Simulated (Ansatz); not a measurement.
FH5SSi2, SMILES F[SiH2][SiH2]S: vertical spin-state energies, run with the Ansatz DFT code, driven from Python.

`fh5ssi2.py`
```python
"""Gap between spin states of FH5SSi2 at one geometry."""

import ansatz
from ase import Atoms

atoms = Atoms(["F", "Si", "Si", "S", "H", "H", "H", "H", "H"], positions=[
    (-1.1422, 1.426, -1.2297),
    (0.3049, 1.0402, -0.8566),
    (0.2678, -0.939, 0.317),
    (-0.7944, -0.787, 2.1281),
    (1.093, 0.8903, -2.1315),
    (0.9171, 2.1565, -0.0571),
    (1.7105, -1.3298, 0.7206),
    (-0.2397, -2.0269, -0.4895),
    (-2.0285, -0.4765, 1.5816),
])
geometry = ansatz.Crystal.molecule_from_ase(atoms)

setup = geometry.calculation().basis(gaussian="6-31G*").functional("pbe0")
found = {}
for unpaired in [0, 2]:
    summary = setup.spin("collinear", total=unpaired).run().report
    s = unpaired / 2
    found[unpaired] = summary["free_energy_ev"]
    print(f"2S+1 = {unpaired + 1}: E = {found[unpaired]:.5f} eV, <S^2> = {abs(summary['mean_field']['state']['spin_squared']):.3f} (pure state {s * (s + 1):.2f})")
lowest = min(found, key=found.get)
for unpaired, e in found.items():
    print(f"multiplicity {unpaired + 1}: {(e - found[lowest]):.3f} eV above the lowest")
```

Which spin state is lowest at this geometry, and how far above lie the others?

In order: multiplicity 1 (+0.00 eV) and multiplicity 3 (+5.04 eV), all at the one geometry.

What the script printed:

```console
$ python fh5ssi2.py
2S+1 = 1: E = -29376.09415 eV, <S^2> = 0.000 (pure state 0.00)
2S+1 = 3: E = -29371.05560 eV, <S^2> = 2.006 (pure state 2.00)
multiplicity 1: 0.000 eV above the lowest
multiplicity 3: 5.039 eV above the lowest
```

These settings explore the input space; basis and method may be short of convergence. The geometry is a force-field or estimated start, not a minimum of this method, and the basis set is short of its limit. All parts are taken at fixed geometry, without zero-point energy. The whole script took 14 s on 1 thread of Arm Neoverse V2, with other jobs on the host, peak memory 0.29 GiB.

(Lines on the test bed's own set-up are left out of the output.)
